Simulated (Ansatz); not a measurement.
# CH4BrClSi: rigid torsion scan from a Python script

Program: the Python package of Ansatz 0.2.0. Level of theory: B3LYP+D4/def2-SVP. These are calculated values, not measurements.

**1. Starting point**

Bond lengths: Cl1–C2 1.761 Å, C2–Si3 1.814 Å, Si3–Br4 2.171 Å, C2–H5 1.098 Å, C2–H6 1.109 Å, Si3–H7 1.494 Å, Si3–H8 1.552 Å. Angles: Cl1–C2–Si3 108.8°, Cl1–C2–H5 110.0°, Cl1–C2–H6 107.3°, Si3–C2–H5 111.2°, Si3–C2–H6 112.1°, H5–C2–H6 107.5°, C2–Si3–Br4 113.3°, C2–Si3–H7 111.7°, C2–Si3–H8 112.2°, Br4–Si3–H7 107.6°, Br4–Si3–H8 107.8°, H7–Si3–H8 103.7°.

No structure file is read: the coordinates are typed or built in the script.

**2. The script**

Input file run_torsion.py:

```python
'''Rigid torsion scan of CH4BrClSi.'''

import ansatz as az
from ase import Atoms


def main() -> None:
    atoms = Atoms(['Cl', 'C', 'Si', 'Br', 'H', 'H', 'H', 'H'], positions=[
        (-1.0035, 1.4214, 1.3228),
        (-0.5874, 0.7454, -0.2486),
        (0.5955, -0.6089, -0.0064),
        (-0.2718, -2.3424, 0.9716),
        (-1.4946, 0.3941, -0.7578),
        (-0.1603, 1.5678, -0.8579),
        (1.1826, -1.0676, -1.3008),
        (1.8316, -0.1669, 0.8212),
    ])

    # start the scan from a relaxed geometry
    first = az.Crystal.molecule_from_ase(atoms).calculation()
    first = first.basis(gaussian='def2-SVP').functional('b3lyp', dispersion='d4')
    first = first.relax(force_tolerance=0.02, max_steps=80)
    atoms.positions = first.run().report['positions_ang']

    start = atoms.get_dihedral(0, 1, 2, 3)
    energies = {}
    for turn in range(0, 360, 30):
        turned = atoms.copy()
        turned.set_dihedral(0, 1, 2, 3, start + turn, indices=[2, 3, 6, 7])
        calculation = (
            az.Crystal.molecule_from_ase(turned).calculation()
            .basis(gaussian='def2-SVP')  # the orbital basis, by name
            .functional('b3lyp', dispersion='d4')
        )
        energies[round((start + turn) % 360)] = calculation.run().report['free_energy_ev']
    floor = min(energies.values())
    print('dihedral Cl0-C1-Si2-Br3 (deg)   E - E(min) (kJ/mol)')
    for angle, e in sorted(energies.items()):
        print(f'{angle:8d} {96.485332 * (e - floor):14.3f}  ' + '#' * int(30 * (e - floor) / max(max(energies.values()) - floor, 1e-9)))


if __name__ == '__main__':
    main()
```

**3. The run**

Started as:

```
> python run_torsion.py
```

What time and memory should one allow on 1 thread of Arm Neoverse V2, shared host?

About 67 s, with a peak of 0.31 GiB.
